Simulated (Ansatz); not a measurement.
**ZrNH+ (quartet): the correlation ladder at a displaced geometry (v2), def2-SVP**

One table from this session's results is given with a row withheld; the runs are named, their logs left out.

Method: def2-SVP, core rule «outside noble gas», up to 5 orbitals frozen; program: Ansatz 0.2.0, Gaussian basis.

To be run: UHF; CCSD(T) on ROHF; CCSD(T) on UHF; CISD as a restricted active space (open shells left free, so some higher excitations enter); CCSDT(Q) on ROHF; CCSDT(Q) on UHF.

26 further runs of the same task are left out: 8 for a known fault of the program, 8 that didn't finish, 10 set aside as unsound or not needed. Runs told in other sessions of the task aren't counted.

### What is computed

The geometry is a PBE0/def2-TZVP stationary point (not a proven minimum) with its atoms shifted at random (size 0.100 Å). No spin-orbit coupling is included. Elements past krypton take def2 core potentials.

3 atoms, charge 1, spin multiplicity 4.

Atoms are counted from 1 here; the program's logs count them from 0.

Bond lengths: Zr1–N2 1.925 Å, N2–H3 1.031 Å. Angles: Zr1–N2–H3 170.6°.

Set-up of the first run:

in.yaml reads:

```yaml
crystal:
  periodic: [false, false, false]
  atoms:
    - {symbol: Zr, position_ang: [0.084376, 0.005225, 1.621336]}
    - {symbol: N, position_ang: [-0.080498, 0.013599, -0.296896]}
    - {symbol: H, position_ang: [-0.003878, -0.018825, -1.324440]}
basis:
  gaussian: {orbitals: def2-SVP}
total_charge: 1
magnetization: {spin_polarized: true, initial_magnetization: 3}
hamiltonian: {xc: hf}
output: {orbitals: {seedname: orbitals}}
```

Run with:

```sh
$ ansatz run in.yaml --threads 1 --pin off --events-out ev --progress --plain --max-ram 2393MiB
```

Steps of the session up to this table: UHF; CCSD(T) on ROHF; CCSD(T) on UHF; CISD as a restricted active space (open shells left free, so some higher excitations enter); CCSDT(Q) on ROHF; CCSDT(Q) on UHF.

One of the session's tables, all rows but one given; the rest of the session is left out.

| method | from RCCSDT(Q) (kJ/mol) |
| --- | --- |
| ROHF | +527.5 |
| UHF | +512.6 |
| RMP2 | +67.3 |
| UMP2 | ? |
| RCCSD | +23.4 |
| UCCSD | +16.7 |
| RCCSD(T) | +3.5 |
| UCCSD(T) | -2.9 |
| RCCSDT | +1.1 |
| UCCSDT | -5.4 |
| RCCSDT(Q) | 0 |
| UCCSDT(Q) | -7.1 |

**Question.** Estimate the row for UMP2.

**Answer.** from RCCSDT(Q) (kJ/mol): +61.5. In the column «from RCCSDT(Q) (kJ/mol)» it lies between RCCSD (+23.4) and RMP2 (+67.3).

Not comparable, so not listed: CISD as a restricted active space (open shells left free, so some higher excitations enter) (they don't share determinant, frozen orbitals or solution with the rows shown, or repeat one).

Caveats from the session: Restricted and unrestricted rows rest on different reference determinants; a gap between their highest levels can come from leftover correlation error, from unlike frozen cores or from another state.
